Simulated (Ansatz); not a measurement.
**CHFGa (quartet): the correlation ladder at a displaced geometry (v1), cc-pVDZ**

One table from this session's results is given with a row withheld; the runs are named, their logs left out.

Program: Ansatz 0.2.0, Gaussian basis. Level of theory: cc-pVDZ, core rule «outside noble gas», up to 16 orbitals frozen. These are calculated values, not measurements.

Plan: UHF; CCSD(T) on ROHF; CCSD(T) on UHF; BCCD(T) on ROHF; CISD; CCSDT(Q) on ROHF; CCSDT(Q) on UHF.

27 further runs of the same task are left out: 15 that didn't finish, 12 set aside as unsound or not needed.

### The system

The geometry is a PBE0/def2-TZVP stationary point (not a proven minimum) with its atoms shifted at random (size 0.040 Å). No spin-orbit coupling is included. The filled d shell of Ga may be among the frozen orbitals whatever the setting's name suggests; the logs give the count.

4 atoms, charge 0, spin multiplicity 4.

Atoms are counted from 1 here; the program's logs count them from 0.

Bond lengths: F1–C2 1.324 Å, C2–Ga3 1.986 Å, C2–H4 1.083 Å. Angles: F1–C2–Ga3 124.8°, F1–C2–H4 112.3°, Ga3–C2–H4 122.9°.

Set-up of the first run:

Contents of in.yaml:

```yaml
crystal:
  periodic: [false, false, false]
  atoms:
    - {symbol: F, position_ang: [-0.031649, -0.364144, 2.132321]}
    - {symbol: C, position_ang: [-0.032483, 0.495655, 1.124886]}
    - {symbol: Ga, position_ang: [0.015481, -0.008187, -0.795939]}
    - {symbol: H, position_ang: [-0.087295, 1.523738, 1.462267]}
basis:
  gaussian: {orbitals: cc-pVDZ}
magnetization: {spin_polarized: true, initial_magnetization: 3}
hamiltonian: {xc: hf}
output: {orbitals: {seedname: orbitals}}
```

Launch:

```bash
$ ansatz run in.yaml --threads 1 --pin off --events-out ev --progress --plain --max-ram 2393MiB
```

Steps of the session up to this table: UHF; CCSD(T) on ROHF; CCSD(T) on UHF; BCCD(T) on ROHF; CISD; CCSDT(Q) on ROHF; CCSDT(Q) on UHF.

One table of the session follows, with a row left open; its other results are not shown here.

```
   method  from RCCSDT(Q) (meV)
     ROHF               +9935.7
      UHF               +9750.7
     RMP2                +939.9
     UMP2                     ?
    RCCSD                +303.8
    UCCSD                +279.8
 RCCSD(T)                 +49.1
 UCCSD(T)                 +33.9
  BCCD(T)                 +48.3
   RCCSDT                 +19.6
   UCCSDT                  +1.9
RCCSDT(Q)                     0
UCCSDT(Q)                 -21.0
```

Estimate the missing values for UMP2.

The run gave: from RCCSDT(Q) (meV): +957.2. In the column «from RCCSDT(Q) (meV)» it lies between RMP2 (+939.9) and UHF (+9750.7).

Not comparable, so not listed: CISD (they don't share determinant, frozen orbitals or solution with the rows shown, or repeat one).

Caveats from the session: Restricted and unrestricted rows rest on different reference determinants; where their highest levels disagree by more than a few hundredths of an eV, they describe different states and don't form one ladder.
